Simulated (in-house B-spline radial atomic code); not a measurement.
# W: a fraction of an electron removed from 5p, part 2 of 2

Aim: the energy of W as a fraction of an electron is removed from 5p, to see how far it bends away from a straight line.

Calculated with an in-house B-spline radial atomic code; non-relativistic PBEsol, spin-polarised. Aim: the energy of W as a fraction of an electron is removed from 5p, to see how far it bends away from a straight line.

**10. 0.78 electron removed from 5p**

Input settings:

```ini
Z = 74
electrons = 73.22
configuration = [Kr] 4d10 4f14 5s2 5p5.22 5d4 6s2
hamiltonian = nr
method = pbesol
spin_polarised = True
```

Result record:

```text
{
  "status": "converged",
  "scf [iteration, energy, orbital gradient]": [
    [1, -15284.0011492, 0.866],
    [2, -15285.0680456, 0.231],
    [3, -15285.8619798, 0.0701],
    [4, -15285.9505138, 0.028],
    [5, -15285.9322821, 0.0392],
    [6, -15285.9615795, 0.00991],
    [7, -15285.9634918, 9.48e-05],
    [8, -15285.9634919, 2.02e-05],
    [9, -15285.9634919, 4.69e-06],
    [10, -15285.9634919, 4.47e-07]
  ],
  "energy [hartree]": {"total": -15285.9634919, "kinetic": 15281.6325487, "nuclear": -36380.9280487, "coulomb": 6115.66094159, "xc": -302.328933466},
  "orbitals [hartree, bohr; first row names the columns]": [
    ["name", "occ", "eps", "<r>"],
    ["1s up", 1.0, -2342.4028, 0.020475],
    ["1s down", 1.0, -2342.4001, 0.020475],
    ["2s up", 1.0, -385.34517, 0.086504],
    ["2s down", 1.0, -385.33556, 0.086503],
    ["2p up", 3.0, -369.41576, 0.073166],
    ["2p down", 3.0, -369.40716, 0.073165],
    ["3s up", 1.0, -88.258992, 0.21975],
    ["3s down", 1.0, -88.254626, 0.21975],
    ["3p up", 3.0, -80.869681, 0.2098],
    ["3p down", 3.0, -80.864808, 0.2098],
    ["3d up", 5.0, -67.082083, 0.18397],
    ["3d down", 5.0, -67.074959, 0.18397],
    ["4s up", 1.0, -17.958994, 0.4901],
    ["4s down", 1.0, -17.949422, 0.49004],
    ["4p up", 3.0, -14.872882, 0.49722],
    ["4p down", 3.0, -14.862585, 0.49709],
    ["4d up", 5.0, -9.2473112, 0.51395],
    ["4d down", 5.0, -9.2347244, 0.51354],
    ["4f up", 7.0, -1.9118874, 0.58961],
    ["4f down", 7.0, -1.8892717, 0.58469],
    ["5s up", 1.0, -2.7736171, 1.1651],
    ["5s down", 1.0, -2.6668157, 1.1577],
    ["5p up", 3.0, -1.8760149, 1.2841],
    ["5p down", 2.22, -1.7595599, 1.2775],
    ["5d up", 4.0, -0.54788765, 1.7938],
    ["6s up", 1.0, -0.3988094, 3.0911],
    ["6s down", 1.0, -0.35291358, 3.278]
  ],
  "sum_r [bohr^k]": {"-1": 491.6342, "1": 44.06678, "2": 62.82142},
  "energy_minus_base [hartree]": 1.24740942
}
```

Run time: 0.18 s. Hardware: 1 thread, shared host.

**11. 0.95 electron removed from 5p**

Input settings:

```ini
Z = 74
electrons = 73.05
configuration = [Kr] 4d10 4f14 5s2 5p5.05 5d4 6s2
hamiltonian = nr
method = pbesol
spin_polarised = True
```

Result record:

```text
{
  "status": "converged",
  "scf [iteration, energy, orbital gradient]": [
    [1, -15283.5276502, 0.866],
    [2, -15284.5646288, 0.241],
    [3, -15285.5419202, 0.0774],
    [4, -15285.6437615, 0.0288],
    [5, -15285.6240689, 0.0409],
    [6, -15285.6562958, 0.00982],
    [7, -15285.6581283, 0.000133],
    [8, -15285.6581287, 4.85e-05],
    [9, -15285.6581288, 6.12e-06],
    [10, -15285.6581288, 4.73e-07]
  ],
  "energy [hartree]": {"total": -15285.6581288, "kinetic": 15281.3345294, "nuclear": -36374.1574942, "coulomb": 6109.41883725, "xc": -302.254001224},
  "orbitals [hartree, bohr; first row names the columns]": [
    ["name", "occ", "eps", "<r>"],
    ["1s up", 1.0, -2342.4944, 0.020475],
    ["1s down", 1.0, -2342.4911, 0.020475],
    ["2s up", 1.0, -385.43422, 0.086504],
    ["2s down", 1.0, -385.42402, 0.086503],
    ["2p up", 3.0, -369.50524, 0.073166],
    ["2p down", 3.0, -369.49591, 0.073165],
    ["3s up", 1.0, -88.346831, 0.21975],
    ["3s down", 1.0, -88.342024, 0.21975],
    ["3p up", 3.0, -80.957634, 0.2098],
    ["3p down", 3.0, -80.952231, 0.2098],
    ["3d up", 5.0, -67.170106, 0.18397],
    ["3d down", 5.0, -67.162382, 0.18397],
    ["4s up", 1.0, -18.047294, 0.4901],
    ["4s down", 1.0, -18.036761, 0.49003],
    ["4p up", 3.0, -14.961226, 0.49722],
    ["4p down", 3.0, -14.949879, 0.49708],
    ["4d up", 5.0, -9.3356812, 0.51396],
    ["4d down", 5.0, -9.3218311, 0.5135],
    ["4f up", 7.0, -1.9999711, 0.58936],
    ["4f down", 7.0, -1.97522, 0.58412],
    ["5s up", 1.0, -2.8580082, 1.1632],
    ["5s down", 1.0, -2.7428056, 1.156],
    ["5p up", 3.0, -1.9579446, 1.2804],
    ["5p down", 2.05, -1.8332249, 1.2745],
    ["5d up", 4.0, -0.61925044, 1.7678],
    ["6s up", 1.0, -0.4482631, 3.0348],
    ["6s down", 1.0, -0.40114599, 3.2096]
  ],
  "sum_r [bohr^k]": {"-1": 491.5427, "1": 43.59445, "2": 61.01482},
  "energy_minus_base [hartree]": 1.55277253
}
```

Wall time 0.18 s (1 thread, shared host).

**12. 1 electron removed from 5p**

Input settings:

```ini
Z = 74
electrons = 73.0
configuration = [Kr] 4d10 4f14 5s2 5p5 5d4 6s2
hamiltonian = nr
method = pbesol
spin_polarised = True
```

Result record:

```text
{
  "status": "converged",
  "scf [iteration, energy, orbital gradient]": [
    [1, -15283.3793031, 0.866],
    [2, -15284.4123442, 0.243],
    [3, -15285.4456757, 0.0793],
    [4, -15285.5512042, 0.0289],
    [5, -15285.5312321, 0.0413],
    [6, -15285.5641094, 0.00979],
    [7, -15285.5659183, 0.000148],
    [8, -15285.5659188, 5.34e-05],
    [9, -15285.5659189, 6.31e-06],
    [10, -15285.5659189, 4.82e-07]
  ],
  "energy [hartree]": {"total": -15285.5659189, "kinetic": 15281.244522, "nuclear": -36372.1372112, "coulomb": 6107.55850124, "xc": -302.231730984},
  "orbitals [hartree, bohr; first row names the columns]": [
    ["name", "occ", "eps", "<r>"],
    ["1s up", 1.0, -2342.5218, 0.020475],
    ["1s down", 1.0, -2342.5183, 0.020475],
    ["2s up", 1.0, -385.46079, 0.086504],
    ["2s down", 1.0, -385.45042, 0.086503],
    ["2p up", 3.0, -369.53194, 0.073166],
    ["2p down", 3.0, -369.5224, 0.073165],
    ["3s up", 1.0, -88.373042, 0.21975],
    ["3s down", 1.0, -88.368105, 0.21975],
    ["3p up", 3.0, -80.983879, 0.2098],
    ["3p down", 3.0, -80.97832, 0.2098],
    ["3d up", 5.0, -67.196373, 0.18397],
    ["3d down", 5.0, -67.188471, 0.18397],
    ["4s up", 1.0, -18.073641, 0.49011],
    ["4s down", 1.0, -18.062823, 0.49003],
    ["4p up", 3.0, -14.987585, 0.49723],
    ["4p down", 3.0, -14.975928, 0.49708],
    ["4d up", 5.0, -9.3620475, 0.51396],
    ["4d down", 5.0, -9.3478232, 0.51349],
    ["4f up", 7.0, -2.0262497, 0.58928],
    ["4f down", 7.0, -2.000866, 0.58395],
    ["5s up", 1.0, -2.8831683, 1.1627],
    ["5s down", 1.0, -2.7654689, 1.1554],
    ["5p up", 3.0, -1.982373, 1.2793],
    ["5p down", 2.0, -1.8551954, 1.2736],
    ["5d up", 4.0, -0.64058755, 1.7606],
    ["6s up", 1.0, -0.46307013, 3.019],
    ["6s down", 1.0, -0.41558642, 3.1906]
  ],
  "sum_r [bohr^k]": {"-1": 491.5154, "1": 43.45901, "2": 60.5111},
  "energy_minus_base [hartree]": 1.64498237
}
```

Wall time 0.18 s (1 thread, shared host).

**13. Results**

The summary covers parts 1 to 2.

| fraction | energy change (eV) | less the straight line (eV) | level 5p down (eV) | sum of <r²> (bohr²) |
| --- | --- | --- | --- | --- |
| 0 | 0.0000 | 0.0000 | -39.363 | 73.866 |
| 0.03 | 1.1854 | -0.1574 | -39.666 | 73.320 |
| 0.13 | 5.2031 | -0.6160 | -40.691 | 71.591 |
| 0.35 | 14.4104 | -1.2564 | -43.029 | 68.210 |
| 0.42 | 17.4492 | -1.3510 | -43.795 | 67.235 |
| 0.5 | 20.9882 | -1.3929 | -44.683 | 66.174 |
| 0.57 | 24.1434 | -1.3710 | -45.469 | 65.285 |
| 0.7 | 30.1505 | -1.1831 | -46.953 | 63.727 |
| 0.78 | 33.9437 | -0.9708 | -47.880 | 62.821 |
| 0.95 | 42.2531 | -0.2710 | -49.885 | 61.015 |
| 1 | 44.7623 | 0.0000 | -50.482 | 60.511 |

**Reading.** From fraction 0 to 1 the energy changes by 44.762 eV. It sags under the straight line by up to 1.39 eV (at 0.5). Slater's transition state, the slope from the orbital energy at fraction 0.5 (Janak's theorem), gives 44.683 eV for the whole step.
